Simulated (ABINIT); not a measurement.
Write the native input for ABINIT 10.8.3 (patched build) that does the following.

```
Task                      : single point
Functional                : PBE
Potentials or basis       : JTH PAW PBE v2.0
Cutoff                    : 544 eV
k mesh                    : 6 × 6 × 5
Occupations               : gaussian, width 0.05 eV
Spin                      : collinear spin, ferromagnetic start
Starting moments          : [4.0, 0.0] μB
Fixed moment              : 2 μB
Hubbard terms             : Pm f U = 5 eV
Double counting (usepawu) : 1
Fine-grid cutoff          : 1088.46 eV
```

PmS:

```
Pm S
1.0
     3.75513    0.00000    0.00000
    -1.87757    3.25204    0.00000
     0.00000    0.00000    3.66483
Pm S
1 1
Cartesian
  0.0000 0.0000 0.0000
  1.8776 1.0840 1.8324
```

The cell comes from a database or a generator and needn't be the stable form of this composition.

The input as run:

run.abi

```
pp_dirpath "./"
pseudos "Pm.GGA_PBE-JTH.xml, S.GGA_PBE-JTH.xml"

acell 7.0961760496 7.0961760424 6.9255162439
rprim
     1.0000000000     0.0000000000     0.0000000000
    -0.4999999992     0.8660254043     0.0000000000
     0.0000000000     0.0000000000     1.0000000000
ntypat 2
znucl 61 16
natom 2
typat 1 2
xred
     0.0000000000     0.0000000000     0.0000000000
     0.6666666667     0.3333333333     0.5000000000

ecut 20.0
pawecutdg 40.0
pawxcdev 0

kptopt 1
ngkpt 6 6 5
nshiftk 1
shiftk 0.0 0.0 0.0

ixc 11

nband 19
occopt 7
tsmear 0.00183747

nsppol 2
spinat
     0.0000000000     0.0000000000     4.0000000000
     0.0000000000     0.0000000000     0.0000000000
spinmagntarget 2.0

usepawu 1
lpawu 3 -1
upawu 5.0 0.0 eV
jpawu 0.0 0.0 eV

nstep 100
tolvrs 1.0e-9

iomode 3
prtwf 0
prtden 0
prteig 0
prtebands 0
```

Potentials or basis: JTH PAW PBE v2.0.

The run is started by

```sh
$ abinit run.abi > log 2>&1
```

It gave:

* Pressure: 9.2 GPa
* Net moment: 2.00 μB per cell
* Site moments: Pm +1.69; S -0.01 μB
* Valence electrons inside the program's atomic spheres: Pm 12.47; S 3.63

Caveat: the moment is held away from its start; the magnetic or orbital state may not be the lowest; the total moment is fixed, so each spin has its own Fermi level.

Run time: 90 s on 1 thread of Arm Neoverse V1 (shared host), peak memory 0.17 GiB.
